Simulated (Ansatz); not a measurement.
Here is an Ansatz 0.2.0 calculation.

Contents of input.yaml:

```yaml
crystal:
  lattice:
    - [5.72386, 0.0, 0.0]
    - [1.29464, 6.25668, 0.0]
    - [0.26816, 1.30982, 8.36637]
  atoms:
    - { symbol: Ta, position: [0.21713, 0.30521, 0.58431] }
    - { symbol: Ta, position: [0.03325, 0.11123, 0.99855] }
    - { symbol: Ta, position: [0.58248, 0.62145, 0.50482] }
    - { symbol: As, position: [0.58707, 0.89691, 0.83049] }
    - { symbol: Au, position: [0.58004, 0.09228, 0.18613] }
    - { symbol: Au, position: [0.04485, 0.82077, 0.44682] }
    - { symbol: O, position: [0.66201, 0.69726, 0.71088] }
    - { symbol: O, position: [0.51632, 0.13418, 0.69625] }
    - { symbol: O, position: [0.85098, 0.88773, 0.91932] }
    - { symbol: O, position: [0.34466, 0.87003, 0.94651] }
    - { symbol: O, position: [0.73015, 0.2924, 0.03095] }
    - { symbol: O, position: [0.24622, 0.21809, 0.11075] }
    - { symbol: O, position: [0.129, 0.09398, 0.49104] }
    - { symbol: O, position: [0.48032, 0.38887, 0.43499] }
    - { symbol: O, position: [0.05966, 0.26685, 0.78594] }
    - { symbol: O, position: [0.9333, 0.5324, 0.45645] }
    - { symbol: O, position: [0.49975, 0.85161, 0.34971] }
    - { symbol: O, position: [0.25256, 0.62988, 0.62473] }
    - { symbol: O, position: [0.91878, 0.95175, 0.22636] }
hamiltonian:
  xc: pbesol
  pseudopotentials: { kind: paw }
kpoints:
  mp_grid: { grid: [4, 3, 3] }
scf:
  occupations: { method: fermi_dirac, width: 0.05 }
output:
  forces: true
  stress: true
  eigenvalues: true
relax:
  f_tol: 0.01
  max_steps: 40
  cell: { stress_tol: 0.05 }
```

Potentials or basis: Ansatz PAW.

Launch:

```console
$ ansatz run input.yaml --threads 8 --pin off --max-ram 20480MiB --backend cpu --events-out ev --progress --plain --runs-dir out
```

What does it give for the space group after relaxing (to 0.05 Å)?

P1 (No. 1).

Predict the relaxed volume.

15.12 Å³/atom.

What does it give for the band gap on the k mesh?

1.43 eV, indirect (least direct gap 1.49 eV).

What does it give for the relaxed cell?

a = 5.651 Å, b = 6.312 Å, c = 8.331 Å, α = 81.40°, β = 87.84°, γ = 77.87°.

Forces on the atoms (eV/Å):
```
Ta  -0.001  0.000 -0.001
Ta   0.000  0.000  0.002
Ta   0.001  0.001 -0.002
As   0.000 -0.003 -0.003
Au   0.000 -0.001  0.002
Au  -0.002  0.000  0.000
O    0.000  0.005  0.003
O    0.001 -0.001  0.001
O   -0.001  0.000 -0.001
O    0.001  0.000  0.000
O    0.000  0.000  0.000
O   -0.001  0.000 -0.001
O    0.000  0.000  0.000
O   -0.001 -0.001  0.000
O    0.001  0.000 -0.001
O    0.000 -0.001  0.001
O    0.000 -0.001  0.001
O    0.000  0.001  0.001
O    0.000  0.001 -0.002
```

Caveat: odd divisions of the mesh miss points on the zone boundary, where band edges often lie, so the gap on the mesh can be too wide; the plane-wave basis is chosen anew once the cell has moved, so the energies of steps on either side of that aren't comparable; the pressure holds a Pulay correction of +0.6 GPa for the finite cutoff; spin-orbit coupling is left out, which moves the levels of the heavy elements; the PAW data sets come from PBE, with cores solved anew for the run's functional, which leaves a small shift of forces and pressure. A k mesh can miss the band edges.
